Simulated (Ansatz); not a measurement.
# NiMoIrPdW (P-3m1) in Ansatz: band structure with PBE

Aim: the band structure of NiMoIrPdW with PBE.

Everything below comes from runs of Ansatz 0.2.0. Logs are shortened: lines on timing, memory, paths and dates and some standing lists are left out, and cuts for length are marked.

### Step 1. The crystal as given

Symmetry: P-3m1, No. 164, trigonal system. The conventional cell has a = 2.771 Å, b = 2.771 Å, c = 22.020 Å, α = 90.00°, β = 90.00°, γ = 120.00°. Ni (site symmetry 3m) is surrounded by 3 Mo at 2.55 Å and 3 Pd at 2.65 Å and 6 Ni at 2.77 Å. Mo (site symmetry 3m) is surrounded by 3 Ni at 2.55 Å and 3 Ir at 2.76 Å and 6 Mo at 2.77 Å. Around Pd (site symmetry 3m) lie 3 Ni at 2.65 Å and 9 Pd at 2.77 to 2.84 Å. Ir (site symmetry 3m) has 3 Mo at 2.76 Å and 3 W at 2.77 Å and 6 Ir at 2.77 Å as nearest neighbours. W (site symmetry 3m) has 3 Ir at 2.77 Å and 9 W at 2.77 to 2.93 Å as nearest neighbours.

The cell was built by a generator and needn't be a form met in nature.

### Step 2. Band structure, PBE, non-collinear spin, ferromagnetic start, spin-orbit coupling

File input.yaml:

```yaml
crystal:
  lattice:
    - [2.77081, 0.0, 0.0]
    - [-1.3854, 2.39959, 0.0]
    - [0.0, 0.0, 22.01991]
  atoms:
    - { symbol: Ni, position: [0.33333, 0.66667, 0.85081], spin: 1.0, spin_axis: [0.0, 0.0, 1.0] }
    - { symbol: Ni, position: [0.66667, 0.33333, 0.14919], spin: 1.0, spin_axis: [0.0, 0.0, 1.0] }
    - { symbol: Mo, position: [0.66667, 0.33333, 0.76059], spin: 1.0, spin_axis: [0.0, 0.0, 1.0] }
    - { symbol: Mo, position: [0.33333, 0.66667, 0.23941], spin: 1.0, spin_axis: [0.0, 0.0, 1.0] }
    - { symbol: Pd, position: [0.33333, 0.66667, 0.05329] }
    - { symbol: Pd, position: [0.66667, 0.33333, 0.94671] }
    - { symbol: Ir, position: [0.33333, 0.66667, 0.65826], spin: 0.6, spin_axis: [0.0, 0.0, 0.6] }
    - { symbol: Ir, position: [0.66667, 0.33333, 0.34174], spin: 0.6, spin_axis: [0.0, 0.0, 0.6] }
    - { symbol: W, position: [0.33333, 0.66667, 0.44418] }
    - { symbol: W, position: [0.66667, 0.33333, 0.55582] }
hamiltonian:
  xc: pbe
  pseudopotentials: { kind: paw_fr }
magnetization:
  noncollinear: true
  spin_orbit: true
kpoints:
  mp_grid: { grid: [8, 8, 1] }
  band_path:
    path:
      - [[0.0, 0.0, 0.0], [0.5, 0.0, 0.0], [0.3333333333, 0.3333333333, 0.0], [0.0, 0.0, 0.0], [0.0, 0.0, 0.5], [0.5, 0.0, 0.5], [0.3333333333, 0.3333333333, 0.5], [0.0, 0.0, 0.5]]
      - [[0.5, 0.0, 0.5], [0.5, 0.0, 0.0]]
      - [[0.3333333333, 0.3333333333, 0.0], [0.3333333333, 0.3333333333, 0.5]]
    npoints: 10
scf:
  occupations: { method: fermi_dirac, width: 0.05 }
  n_extra_bands: 25
output:
  forces: true
  stress: true
  eigenvalues: true
  fatbands: true
```

Potentials or basis: Ansatz PAW.

Started as:

```console
> ansatz run input.yaml --threads 8 --pin off --max-ram 20480MiB --backend cpu --events-out ev --progress --plain --runs-dir out
```

The log of the run:

```text
Warning: the atoms were moved onto the symmetric positions of the space group found under crystal.symmetry.tolerance 1.0e-5 (fractional; no operation is sought that the atoms, as they stand in a round, miss by more than twice it, and no atom is moved by as much as it), and the run uses the moved positions. Before a round's move an operation carried an atom to 2.77e-5 Å from where it should land, the largest such distance. Atom 0 (counting from 0) moved farthest, by 1.60e-5 Å; the longest move in fractions of the cell, of whichever atom, is 0.47 of the tolerance, in 1 round. To run the atoms as typed, lower crystal.symmetry.tolerance until the operations that they miss are no longer found, or set crystal.symmetry.detect: false (a key that needs symmetry detection or time reversal refuses this as the deck is read). The positions used, in the order of the run's atom list: position: [0.3333333333333333, 0.6666666666666666, 0.85081]; position: [0.6666666666666666, 0.3333333333333333, 0.14919]; position: [0.6666666666666666, 0.3333333333333333, 0.76059]; position: [0.3333333333333333, 0.6666666666666666, 0.23941]; position: [0.3333333333333333, 0.6666666666666666, 0.05329]; position: [0.6666666666666666, 0.3333333333333333, 0.94671]; position: [0.3333333333333333, 0.6666666666666666, 0.65826]; position: [0.6666666666666666, 0.3333333333333333, 0.34174]; position: [0.3333333333333333, 0.6666666666666666, 0.44418]; position: [0.6666666666666666, 0.3333333333333333, 0.55582]; The lattice was moved too: crystal.lattice keeps the space group found at crystal.symmetry.tolerance 1.0e-5 only nearly: the operation that it misses by the most changes a squared length by the fraction 4.17e-6. The run uses the lattice that is a stretch of the typed one, with no rotation, onto the one that keeps every operation to a double's rounding (on a very oblique basis the stretch itself rounds by more); the deck's lattice vector that moved farthest moved by 3.08e-6 Å. To run the lattice as typed, set crystal.symmetry.tolerance under 7.49e-7, the least fraction by which an operation that the lattice misses changes a squared length (the same key also sets how far an atom may lie from its image, so lowering it can lose operations that the atoms keep only within it), or set crystal.symmetry.detect: false, as for the atoms. crystal.lattice made exact, in Å and degrees: [[2.7708089324464433, -2.886751345969702e-6, 0.0], [-1.3854019662232218, 2.3995923679071334, 0.0], [0.0, 0.0, 22.01991]]. Pasted over the deck's crystal.lattice, beside positions in fractional coordinates, it runs the same cell (given as lengths and angles, that cell in the form's own orientation, a rigid turn of the misfit's size from the one run here, for which a checkpoint.post_process_only pass over this run's state can be refused: where this run relaxes nothing, give such a pass this deck's own crystal.lattice, as typed; behind a relaxation, as crystal.lattice, the state's own cell, identity.cell in its checkpoint.json), and a matrix so pasted ends this notice, except on a very skew basis of the lattice, where the rounding of the pasted numbers themselves can read as a misfit: the cell is then moved again, and that move is told again. The lattice as run is in this notice's lattice.as_run_ang field (Run.prep()["deck_notices"] in Python, the deck_notice line of an events file, deck_notices of ansatz run --dry-run=json, or deck_notices in record.json in the deck's checkpoint.write directory).
[... 129 lines left out ...]
  k-point 2: bands = ["-82.2342", "-82.2342", "-82.2342", "-82.2342", "-71.5391", "-71.5391", "-71.5391", "-71.5391", "-63.1950", "-63.1950", "-63.1819", "-63.1819", "-52.7270", "-52.7270", "-52.6990", "-52.6990", "-44.1220", "-44.1220", "-44.1212", "-44.1212", "-42.0090", "-42.0090", "-42.0073", "-42.0073", "-41.8155", "-41.8155", "-41.8154", "-41.8154", "-40.0825", "-40.0825", "-40.0823", "-40.0823", "-38.4134", "-38.4134", "-38.4120", "-38.4120", "-32.0082", "-32.0082", "-31.9708", "-31.9708", "-27.5757", "-27.5757", "-27.5318", "-27.5318", "-27.4927", "-27.4927", "-27.4381", "-27.4381", "-24.9554", "-24.9554", "-24.9379", "-24.9379", "-24.7940", "-24.7940", "-24.7934", "-24.7934", "-24.1280", "-24.1280", "-24.0439", "-24.0439", "-15.7944", "-15.7944", "-15.7906", "-15.7906", "-14.6182", "-14.6182", "-14.3979", "-14.3979", "-14.1381", "-14.1381", "-14.0254", "-14.0254", "-13.4489", "-13.4489", "-13.4469", "-13.4469", "-13.0772", "-13.0772", "-13.0759", "-13.0759", "13.3422", "13.3422", "13.6354", "13.6354", "14.7731", "14.7731", "15.1944", "15.1944", "15.2487", "15.2487", "15.4748", "15.4748", "15.8402", "15.8402", "16.1598", "16.1598", "16.3960", "16.3960", "16.6223", "16.6223", "16.8376", "16.8376", "16.8719", "16.8719", "17.1492", "17.1493", "17.1931", "17.1931", "17.3192", "17.3192", "17.5519", "17.5519", "17.7411", "17.7411", "17.8879", "17.8880", "17.9442", "17.9442", "18.0172", "18.0172", "18.2287", "18.2287", "18.4757", "18.4757", "18.5699", "18.5700", "18.6816", "18.6816", "18.7906", "18.7906", "18.8540", "18.8540", "18.9273", "18.9273", "19.0119", "19.0119", "19.1279", "19.1279", "19.1630", "19.1630", "19.2691", "19.2691", "19.3308", "19.3308", "19.4122", "19.4122", "19.4583", "19.4583", "19.5455", "19.5455", "19.5948", "19.5948", "19.6812", "19.6812", "19.7748", "19.7748", "19.8617", "19.8617", "19.9271", "19.9271", "20.0504", "20.0504", "20.0817", "20.0817", "20.4549", "20.4549", "20.7634", "20.7634", "21.0574", "21.0574", "21.7536", "21.7536", "21.8453", "21.8453", "22.1558", "22.1558", "22.2861", "22.2861", "22.4138", "22.4138", "22.7022", "22.7022", "22.8746", "22.8746", "23.2516", "23.2516", "23.4778"]
  k-point 9: bands = ["-82.2313", "-82.2313", "-82.2313", "-82.2313", "-71.5189", "-71.5189", "-71.5189", "-71.5189", "-63.1696", "-63.1696", "-63.1672", "-63.1672", "-52.6523", "-52.6523", "-52.6472", "-52.6472", "-44.1304", "-44.1304", "-44.1299", "-44.1299", "-42.0126", "-42.0126", "-42.0120", "-42.0119", "-41.8363", "-41.8363", "-41.8346", "-41.8346", "-39.9672", "-39.9672", "-39.9661", "-39.9661", "-38.4719", "-38.4719", "-38.4715", "-38.4715", "-32.0469", "-32.0469", "-32.0405", "-32.0405", "-27.6498", "-27.6498", "-27.6375", "-27.6375", "-27.5294", "-27.5294", "-27.5062", "-27.5062", "-25.1008", "-25.1008", "-25.0917", "-25.0917", "-24.9302", "-24.9302", "-24.9108", "-24.9108", "-24.2450", "-24.2450", "-24.2282", "-24.2282", "-16.0180", "-16.0179", "-16.0139", "-16.0139", "-14.7973", "-14.7973", "-14.7475", "-14.7475", "-14.4641", "-14.4641", "-14.3773", "-14.3773", "-13.6787", "-13.6787", "-13.6719", "-13.6719", "-13.4061", "-13.4061", "-13.4022", "-13.4022", "15.3380", "15.3380", "15.3964", "15.3964", "15.6329", "15.6329", "15.7791", "15.7791", "16.0423", "16.0423", "16.2010", "16.2010", "16.4860", "16.4860", "16.5795", "16.5795", "16.6246", "16.6246", "16.8682", "16.8683", "16.9475", "16.9475", "16.9978", "16.9978", "17.0611", "17.0611", "17.1685", "17.1685", "17.3442", "17.3442", "17.6204", "17.6204", "17.6570", "17.6570", "17.6989", "17.6989", "17.7680", "17.7680", "17.8657", "17.8657", "18.2458", "18.2458", "18.3580", "18.3580", "18.4293", "18.4293", "18.4815", "18.4815", "18.5532", "18.5532", "18.6360", "18.6360", "18.7343", "18.7343", "18.7611", "18.7611", "19.0166", "19.0166", "19.2240", "19.2240", "19.3084", "19.3084", "19.5936", "19.5936", "19.8859", "19.8859", "20.1160", "20.1160", "20.2563", "20.2563", "20.3796", "20.3796", "20.5507", "20.5507", "20.6549", "20.6549", "20.6905", "20.6905", "21.0262", "21.0262", "21.0650", "21.0651", "21.3279", "21.3279", "21.8392", "21.8392", "22.3157", "22.3157", "22.3749", "22.3749", "22.6700", "22.6700", "22.7923", "22.7923", "23.1808", "23.1808", "23.9660", "23.9660", "24.4448", "24.4448", "25.0929", "25.0929", "25.5053", "25.5053", "25.6325", "25.6325", "25.6703"]
```

Run time: 4.3 min. Hardware: 8 threads of AMD EPYC 7R43 (Zen 3), shared host; peak memory 5 GiB.

What came out:

```
Free energy            : -80297.7044 eV
Pressure               : 0.2 GPa
Largest force          : 0.051 eV/Å
Band gap on the k mesh : none (metal or under the smearing width)
Net moment             : 0.00 μB per cell
Absolute moment        : 0.00 μB per cell
```

Forces in eV/Å, atoms in the order of the input:
```
Ni   0.000  0.000  0.038
Ni   0.000  0.000 -0.038
Mo   0.000  0.000 -0.051
Mo   0.000  0.000  0.051
Pd   0.000  0.000 -0.011
Pd   0.000  0.000  0.011
Ir   0.000  0.000  0.018
Ir   0.000  0.000 -0.018
W    0.000  0.000  0.025
W    0.000  0.000 -0.025
```

Levels at the corners of the path, in eV from the Fermi level:
```tsv
point	band 160	band 161	band 162	band 163	band 164	band 165
Γ	-0.64	-0.58	-0.58	-0.57	-0.57	-0.29
M	0.95	0.99	0.99	1.25	1.25	1.42
K	-0.04	-0.03	-0.03	0.53	0.53	0.98
Γ	-0.64	-0.58	-0.58	-0.57	-0.57	-0.29
A	-0.91	-0.54	-0.54	-0.50	-0.50	-0.36
L	0.86	1.04	1.04	1.10	1.10	1.30
H	-0.04	-0.01	-0.01	0.45	0.45	1.04
A	-0.91	-0.54	-0.54	-0.50	-0.50	-0.36
L	0.86	1.04	1.04	1.10	1.10	1.30
M	0.95	0.99	0.99	1.25	1.25	1.42
K	-0.04	-0.03	-0.03	0.53	0.53	0.98
H	-0.04	-0.01	-0.01	0.45	0.45	1.04
```

Moments on the atoms (μB; x, y, z):
```
Ni  0.00 0.00 0.00
Ni  0.00 0.00 0.00
Mo  0.00 0.00 0.00
Mo  0.00 0.00 0.00
Pd  0.00 0.00 0.00
Pd  0.00 0.00 0.00
Ir  0.00 0.00 0.00
Ir  0.00 0.00 0.00
W   0.00 0.00 0.00
W   0.00 0.00 0.00
```

Caveat: the starting moments weren't kept; the thresholds are loose for stress.
